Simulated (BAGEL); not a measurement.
# AlH2Br (SMILES [AlH2][Br]), step by step, part 1 of 2

We compute an optimisation with harmonic vibrations (HF/aug-cc-pVDZ), then the vertical excitations (CIS/aug-cc-pVDZ) of AlH2Br. 

The calculation is run with BAGEL 1.2.2.

9 further runs of the same task are left out: 5 for a known fault of the program, 2 that didn't finish, 2 set aside as unsound or not needed.

**1. Starting point**

AlH2Br has 4 atoms, charge 0, and is taken as a singlet. SMILES: `[AlH2][Br]`. All atoms were displaced at random from a relaxed shape. The run starts from this shape.

Bond lengths: Al1–Br2 2.225 Å, Al1–H3 1.669 Å, Al1–H4 1.568 Å. Angles: Br2–Al1–H3 117.8°, Br2–Al1–H4 117.9°, H3–Al1–H4 124.0°.

**2. An optimisation with harmonic vibrations at HF/aug-cc-pVDZ (density fitting with cc-pvdz-jkfit) (run 1)**

Contents of job.json:

```json
{ "bagel": [

{
  "title": "molecule",
  "basis": "aug-cc-pvdz.json",
  "df_basis": "cc-pvdz-jkfit",
  "geometry": [
    { "atom": "Al", "xyz": [ -0.20161677, -0.12751494, -0.33147308 ] },
    { "atom": "Br", "xyz": [  3.19650387,  0.90386167,  1.92012426 ] },
    { "atom": "H", "xyz": [ -1.16392011, -3.12960000, -0.25449320 ] },
    { "atom": "H", "xyz": [ -1.66799133,  2.04930027, -1.70745259 ] }
  ]
},
{
  "title": "optimize",
  "internal": false,
  "maxiter": 40,
  "method": [
    {
      "title": "hf"
    }
  ]
},
{
  "title": "hessian",
  "method": [
    {
      "title": "hf"
    }
  ]
}

]}
```

The basis set aug-cc-pVDZ is read from a file made from the Basis Set Exchange's data (not shown).

Started as:

```bash
$ BAGEL_NUM_THREADS=1 BAGEL job.json > job.out
```

Output:

```text
* using 1 threads per process

  ===============================================================
  ===============================================================

  *** Geometry ***

  { "atom" : "Al", "xyz" : [     -0.201617,     -0.127515,     -0.331473 ] },
  { "atom" : "Br", "xyz" : [      3.196504,      0.903862,      1.920124 ] },
  { "atom" : "H", "xyz" : [     -1.163920,     -3.129600,     -0.254493 ] },
  { "atom" : "H", "xyz" : [     -1.667991,      2.049300,     -1.707453 ] },

  Number of auxiliary basis functions:      329

  Since a DF basis is specified, we compute 2- and 3-index integrals:
    o Being stored without compression. Storage requirement is 0.017 GB

  Number of basis functions:       81
  Number of electrons      :       50

    * METHOD: MOLECULE                             0.10

    * Use approximate Hessian for optimization

  *** RHF ***

  === Nuclear Repulsion ===
   128.1039444391

      * DIIS with orbital gradients will be used.

  === RHF iteration (aug-cc-pvdz.json) ===
      0      -2814.80774442          0.00699208           0.05
      1      -2814.84588720          0.00259680           0.05
      2      -2814.84964125          0.00074056           0.05
      3      -2814.85001721          0.00011369           0.05
      4      -2814.85002238          0.00002802           0.05
      5      -2814.85002293          0.00000818           0.06
      6      -2814.85002299          0.00000155           0.04
      7      -2814.85002299          0.00000022           0.05
      8      -2814.85002299          0.00000005           0.04
      9      -2814.85002299          0.00000001           0.05
     10      -2814.85002299          0.00000000           0.04
    * SCF iteration converged.

    * Permanent dipole moment:
           (    0.354390,     0.069138,     0.334512) a.u.

  * Nuclear energy gradient

    o Atom   0
        x          0.0242056788
        y          0.0259365468
        z          0.0059262925
    o Atom   1
        x         -0.0161661593
        y         -0.0043245101
        z         -0.0095058318
    o Atom   2
        x         -0.0077866333
        y         -0.0215126158
        z          0.0017849738
    o Atom   3
        x         -0.0002528849
        y         -0.0000994203
        z          0.0017945659
  * Gradient computed with                              0.83

  === Convergence status ===

                         Maximum     Tolerance   Converged?
  * Gradient            0.025937      0.000300           No
  * Displacement        0.025880      0.001200           No
  * Energy change   -2814.850023      0.000001           No

  *** Geometry optimization started ***
     iter         energy               grad rms       time

      1      -2814.85002299          0.01352175        1.52
      2      -2814.85186077          0.00921367        1.32
      3      -2814.85345128          0.00165336        1.41
      4      -2814.85348442          0.00147993        1.30
      5      -2814.85361540          0.00099970        1.30
      6      -2814.85362703          0.00081466        1.26
[... 5 lines of this table left out ...]
     12      -2814.85366912          0.00022819        1.36
     13      -2814.85367050          0.00011690        1.34

  *** Geometry ***

  { "atom" : "Al", "xyz" : [     -0.279073,     -0.150965,     -0.383002 ] },
  { "atom" : "Br", "xyz" : [      3.223133,      0.909389,      1.946762 ] },
  { "atom" : "H", "xyz" : [     -2.065648,      2.060210,     -1.243299 ] },
  { "atom" : "H", "xyz" : [     -0.691369,     -3.029125,     -0.981102 ] },

    * METHOD: OPTIMIZE                            17.49

  The Hessian will be computed with central gradient differences (analytical gradients)
  Finite difference displacement (dx) is 0.00100000 bohr

  ++ Hessian ++

                         0                   1                   2                   3                   4                   5
     0        0.1652516541       -0.0202735792        0.0706288820       -0.0827178170       -0.0211344057       -0.0471908294
     1       -0.0202642730        0.2493646042        0.0109426932       -0.0211454533       -0.0194753820       -0.0142276713
     2        0.0706322669        0.0109386528        0.0948003968       -0.0471866523       -0.0142193286       -0.0430892525
     3       -0.0827112206       -0.0211427444       -0.0471840992        0.0886084405        0.0243203182        0.0568670592
     4       -0.0211360044       -0.0194805441       -0.0142207937        0.0243194878        0.0164243315        0.0169144081
     5       -0.0471873013       -0.0142262444       -0.0430882878        0.0568643603        0.0169141549        0.0406054549
[... 4 lines of this table left out ...]
    10       -0.0153802366       -0.1392761451       -0.0238785235       -0.0016015361       -0.0001001281       -0.0015433148
    11       -0.0025426053       -0.0243096378       -0.0231168045       -0.0039542950       -0.0046363532        0.0014274370

                         6                   7                   8                   9                  10                  11
     0       -0.0626968114        0.0567861711       -0.0208890587       -0.0198370265       -0.0153781862       -0.0025489938
     1        0.0574847335       -0.0906065669        0.0275933533       -0.0160750073       -0.1392826561       -0.0243083752
     2       -0.0208140180        0.0271649037       -0.0285844856       -0.0026315965       -0.0238842278       -0.0231266602
     3       -0.0043839926       -0.0015675477       -0.0057376306       -0.0015127391       -0.0016100260       -0.0039453294
     4        0.0033192680        0.0031530968        0.0019352851       -0.0065027513       -0.0000966895       -0.0046288995
     5       -0.0051554212       -0.0011406664        0.0010594601       -0.0045216379       -0.0015472441        0.0014237623
[... 4 lines of this table left out ...]
    10       -0.0001215764       -0.0048282722       -0.0014671032        0.0171033491        0.1442045454        0.0268889415
    11       -0.0015698628        0.0020355834        0.0063261044        0.0080667629        0.0269104075        0.0153632631

  ++ Mass Weighted Hessian ++

                         0                   1                   2                   3                   4                   5
     0        0.0061246191       -0.0007513870        0.0026176742       -0.0017814820       -0.0004551687       -0.0010163423
     1       -0.0007510421        0.0092420449        0.0004055622       -0.0004554067       -0.0004194386       -0.0003064194
     2        0.0026177997        0.0004054125        0.0035135280       -0.0010162523       -0.0003062397       -0.0009280072
     3       -0.0017813399       -0.0004553483       -0.0010161973        0.0011089362        0.0003043692        0.0007116923
     4       -0.0004552032       -0.0004195497       -0.0003062712        0.0003043588        0.0002055508        0.0002116841
     5       -0.0010162663       -0.0003063886       -0.0009279864        0.0007116585        0.0002116810        0.0005081780
[... 4 lines of this table left out ...]
    10       -0.0029492549       -0.0267070568       -0.0045788536       -0.0001784576       -0.0000111572       -0.0001719701
    11       -0.0004875602       -0.0046615225       -0.0044327893       -0.0004406233       -0.0005166244        0.0001590579

                         6                   7                   8                   9                  10                  11
     0       -0.0120224989        0.0108890973       -0.0040056054       -0.0038038717       -0.0029488617       -0.0004887852
     1        0.0110230510       -0.0173743661        0.0052911951       -0.0030824814       -0.0267083054       -0.0046612804
     2       -0.0039912159        0.0052090372       -0.0054812508       -0.0005046248       -0.0045799475       -0.0044346792
     3       -0.0004885041       -0.0001746703       -0.0006393387       -0.0001685631       -0.0001794037       -0.0004396243
     4        0.0003698629        0.0003513466        0.0002156470       -0.0007245954       -0.0000107740       -0.0005157938
     5       -0.0005744636       -0.0001271034        0.0001180546       -0.0005038418       -0.0001724079        0.0001586485
[... 4 lines of this table left out ...]
    10       -0.0001206187       -0.0047902377       -0.0014555462        0.0169686182        0.1430685808        0.0266771251
    11       -0.0015574962        0.0020195482        0.0062762708        0.0080032174        0.0266984220        0.0152422397

    (masses averaged over the natural occurance of isotopes)

  ++ Symmetrized Mass Weighted Hessian ++

                         0                   1                   2                   3                   4                   5
     0        0.0061246191       -0.0007512146        0.0026177370       -0.0017814110       -0.0004551859       -0.0010163043
     1       -0.0007512146        0.0092420449        0.0004054873       -0.0004553775       -0.0004194942       -0.0003064040
     2        0.0026177370        0.0004054873        0.0035135280       -0.0010162248       -0.0003062555       -0.0009279968
     3       -0.0017814110       -0.0004553775       -0.0010162248        0.0011089362        0.0003043640        0.0007116754
     4       -0.0004551859       -0.0004194942       -0.0003062555        0.0003043640        0.0002055508        0.0002116825
     5       -0.0010163043       -0.0003064040       -0.0009279968        0.0007116754        0.0002116825        0.0005081780
[... 4 lines of this table left out ...]
    10       -0.0029490583       -0.0267076811       -0.0045794006       -0.0001789306       -0.0000109656       -0.0001721890
    11       -0.0004881727       -0.0046614014       -0.0044337343       -0.0004401238       -0.0005162091        0.0001588532

                         6                   7                   8                   9                  10                  11
     0       -0.0120217956        0.0108892953       -0.0040054424       -0.0038025005       -0.0029490583       -0.0004881727
     1        0.0110236378       -0.0173751539        0.0052919289       -0.0030824177       -0.0267076811       -0.0046614014
     2       -0.0039907377        0.0052092781       -0.0054803886       -0.0005037243       -0.0045794006       -0.0044337343
     3       -0.0004878698       -0.0001755085       -0.0006396302       -0.0001694739       -0.0001789306       -0.0004401238
     4        0.0003701207        0.0003514801        0.0002156919       -0.0007252261       -0.0000109656       -0.0005162091
     5       -0.0005743469       -0.0001275880        0.0001184626       -0.0005047417       -0.0001721890        0.0001588532
[... 4 lines of this table left out ...]
    10       -0.0001231197       -0.0047902512       -0.0014625602        0.0169738439        0.1430685808        0.0266877736
    11       -0.0015580861        0.0020180010        0.0062759930        0.0080017743        0.0266877736        0.0152422397

    * Projecting out translational and rotational degrees of freedom

 Mass Weighted Hessian Eigenvalues
  -0.00000  -0.00000  -0.00000   0.00000   0.00000   0.00009   0.00628   0.01056   0.01598   0.02535   0.15534   0.15661

  ++ Mass Weighted Hessian Eigenvectors ++

                         0                   1                   2                   3                   4                   5
     0        0.0276576067       -0.4960668952        0.0302296664        0.4627713960       -0.0816787987       -0.0061180732
     1       -0.4957331747       -0.0253873660        0.0369491744       -0.1296702898        0.7482615142       -0.0634089804
     2       -0.0352819594       -0.0321598752       -0.4954614676       -0.6366137001       -0.2178193641        0.0377688550
     3        0.0475954553       -0.8536722000        0.0520216654       -0.2976519990        0.0525281397        0.0037193671
     4       -0.8530979069       -0.0436886414        0.0635851399        0.0834152633       -0.4813562820        0.0407351574
     5       -0.0607160605       -0.0553433254       -0.8526303319        0.4094967576        0.1400988599       -0.0239604642
[... 4 lines of this table left out ...]
    10       -0.0958146586       -0.0049068369        0.0071414880       -0.0254512302        0.1833399758        0.0550363419
    11       -0.0068192509       -0.0062158185       -0.0957621434       -0.1741055954       -0.1786892561       -0.5791313288

                         6                   7                   8                   9                  10                  11
     0       -0.6721281436       -0.0728486806       -0.1787150438        0.1723497614       -0.1052804130        0.0397742810
     1       -0.2031085752        0.2729407800       -0.0335014301        0.0531299249        0.0191618560       -0.2268180087
     2       -0.4470622845       -0.0136041465        0.2843356656        0.1145273350       -0.0638267672       -0.0017884538
     3        0.4165020643        0.0263461691        0.0248181919        0.0108136746       -0.0012111646       -0.0000826885
     4        0.1259489896       -0.1002865489        0.0045965650        0.0029306550       -0.0002326941       -0.0007437612
     5        0.2770481786        0.0047752030       -0.0394002392        0.0071619759       -0.0007851468       -0.0001399719
[... 4 lines of this table left out ...]
    10       -0.0412978444       -0.1084084973        0.0658961336        0.1588141339        0.5293894323        0.7938380488
    11       -0.0759966432        0.3450598021       -0.5587985324       -0.3435438638        0.1022536880        0.1659307355

    * Vibrational frequencies, IR intensities, and corresponding cartesian eigenvectors

                                    0                   1                   2                   3                   4                   5
      Freq (cm-1)                0.00                0.00                0.00                0.00                7.39               47.95

 IR Int. (km/mol)                0.00                0.00                0.00                0.00                1.03                0.01
     Rel. IR Int.                0.00                0.00                0.00                0.00                0.28                0.00

                0             0.00532            -0.09550             0.00582             0.08909            -0.01572            -0.00118
[... 9 lines of this table left out ...]
               10            -0.09544            -0.00489             0.00711            -0.02535             0.18262             0.05482
               11            -0.00679            -0.00619            -0.09538            -0.17342            -0.17798            -0.57685

                                    6                   7                   8                   9                  10                  11
      Freq (cm-1)              407.23              528.16              649.77              818.39             2026.02             2034.29

 IR Int. (km/mol)               57.10               60.70              230.66              371.68              114.82              214.59
     Rel. IR Int.               15.36               16.33               62.06              100.00               30.89               57.73

                0            -0.12940            -0.01402            -0.03441             0.03318            -0.02027             0.00766
[... 9 lines of this table left out ...]
               10            -0.04113            -0.10798             0.06564             0.15819             0.52730             0.79071
               11            -0.07570             0.34370            -0.55659            -0.34219             0.10185             0.16528

    * METHOD: HESSIAN                             27.06

  ===============================================================
```

It took 45 s on 1 thread of Intel Xeon Platinum 8488C (Sapphire Rapids), shared host; peak memory 0.16 GiB.

(Continued in part 2 of 2.)
